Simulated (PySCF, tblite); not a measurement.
# C₃H₈Cl₂GeSi: geometry, infrared bands and NMR shifts

What infrared bands and NMR shifts should C₃H₈Cl₂GeSi (`C=[CH][GeH2][SiH2]C(Cl)Cl`) show?

Computed with tblite 0.8.0 and PySCF 2.14.0, with density-fitted response routines of our own, on a single molecule in the gas phase. Atoms are numbered from 0 throughout.

### 1 Starting geometry

15 atoms, charge 0, multiplicity 1; geometry from: force field or distance geometry start.

Bonds of the start (Å): C0–C1 1.33, C1–Ge2 1.91, Ge2–Si3 2.33, Si3–C4 1.88, C4–Cl5 1.77, C4–Cl6 1.77, C0–H7 1.09, C0–H8 1.08, C1–H9 1.10, Ge2–H10 1.55, Ge2–H11 1.54, Si3–H12 1.46, Si3–H13 1.46, C4–H14 1.12.

### 2 Geometry optimisation with GFN2-xTB

Job settings and geometry (Å):

```
{"job": {"kind": "relax", "xc": "GFN2-xTB", "basis": "xTB"}, "charge": 0, "multiplicity": 1}
C      1.968700     1.284100     0.977200
C      1.766900    -0.007900     0.742300
Ge     0.958300    -0.620300    -0.874300
Si    -1.176700     0.294000    -1.065900
C     -2.258600    -0.288000     0.363200
Cl    -1.604000     0.302700     1.896300
Cl    -2.327400    -2.060100     0.374600
H      2.428400     1.621000     1.907100
H      1.658300     2.024900     0.248000
H      2.075000    -0.744000     1.497400
H      0.847400    -2.165000    -0.864900
H      1.801700    -0.163200    -2.084200
H     -1.780100    -0.142100    -2.319200
H     -1.078300     1.752900    -1.039300
H     -3.284100     0.127500     0.219800
```

Launch:

```bash
OMP_NUM_THREADS=1 python probes_run.py task.json out
```

One launch serves the whole session: the jobs run in the order shown.

**Question.** This job is followed by: GFN2-xTB harmonic vibrations, gas phase; GIAO PBE0/pcSseg-1 NMR shielding, non-relativistic, gas phase. Predict these results of the whole session: strongest single infrared mode (GFN2-xTB); zero-point energy (GFN2-xTB); 13C shifts against TMS (PBE0/pcSseg-1); 1H shifts against TMS (PBE0/pcSseg-1, means over atoms taken as alike); 73Ge shifts against GeMe4 (PBE0/pcSseg-1); 29Si shifts against TMS (PBE0/pcSseg-1); 35Cl shifts against HCl (PBE0/pcSseg-1, means over atoms taken as alike).

As calculated:

| quantity | value |
| --- | --- |
| strongest single infrared mode (GFN2-xTB) | 1983 cm⁻¹, 430 km/mol |
| zero-point energy (GFN2-xTB) | 56.5 kcal/mol |
| 13C shifts against TMS (PBE0/pcSseg-1) | 145.1, 141.8, 72.1 ppm |
| 1H shifts against TMS (PBE0/pcSseg-1, means over atoms taken as alike) | 6.85, 6.60, 6.14, 5.86, 4.46, 4.16 ppm |
| 73Ge shifts against GeMe4 (PBE0/pcSseg-1) | -281 ppm |
| 29Si shifts against TMS (PBE0/pcSseg-1) | -44.7 ppm |
| 35Cl shifts against HCl (PBE0/pcSseg-1, means over atoms taken as alike) | 245 ppm |

In words: The optimisation took 48 steps and gained 0.212 eV; among the close pairs (by a distance rule), C1–Ge2 changed most, from 1.908 to 1.958 Å. The lowest mode is imaginary (56i cm⁻¹), so the xTB geometry is not a minimum. The strongest single mode, at 1983 cm⁻¹, moves mainly H10. GFN2-xTB is a fitted tight-binding method: band positions and strengths are rough. Its intensities can rank the bands wrongly. C4 stands next to heavy halogen, whose spin-orbit shielding this run leaves out, so the computed shift lies too far downfield, most of all for carbon beside Br or I. The most deshielded carbon is C0 (terminal =CH2 carbon), at 145.1 ppm: the olefinic region. H9 (hydrogen on an alkene CH) lies farthest downfield among hydrogen, at 6.85 ppm; olefinic region. At PBE0/pcSseg-1: The widest tensor belongs to Cl5, Cl6: span 548 ppm, with a paramagnetic part of -442 ppm. Spin-orbit coupling is left out, which matters for shieldings and couplings at and beside the heavy atoms.
